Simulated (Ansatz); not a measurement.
# Ir4W in Ansatz: the effect of pseudo set

Ir4W:

```
CELL_PARAMETERS angstrom
1.37784 0.79550 11.31056
-1.37784 0.79550 11.31056
0.00000 -1.59099 11.31056
ATOMIC_POSITIONS crystal
Ir 0.39967 0.39967 0.39967
Ir 0.80081 0.80081 0.80081
Ir 0.19919 0.19919 0.19919
Ir 0.60033 0.60033 0.60033
W 0.00000 0.00000 0.00000
```

The cell comes from a database or a generator and needn't be the stable form of this composition.

Alike in all runs:

- Program: Ansatz 0.2.0
- Task: single point
- Functional: PBEsol
- k mesh: 11 × 11 × 11
- Occupations: fermi-dirac, width 0.05 eV
- Spin: no spin polarisation

| pseudo set | cutoff | pressure (GPa) | largest force (eV/Å) |
| --- | --- | --- | --- |
| Ansatz PAW | 420 eV (not typed: the program's choice for these potentials) | -11.9 | 0.03 |
| JTH PAW | 1290 eV (not typed: the program's choice for these potentials) | ? | ? |
| PseudoDojo standard | 1007 eV | -12.2 | 0.04 |
| PseudoDojo stringent | 1007 eV | -12.2 | 0.04 |
| Ansatz PAW earlier set | 760 eV (not typed: the program's choice for these potentials) | -11.8 | 0.03 |

Question: What does the run with pseudo set JTH PAW give?

Answer: Pressure -11.3 GPa; largest force 0.02 eV/Å.

Caveats: the PAW data sets come from PBE, with cores solved anew for the run's functional, which leaves a small shift of forces and pressure (some runs).

The runs don't all hold the same shells in valence.
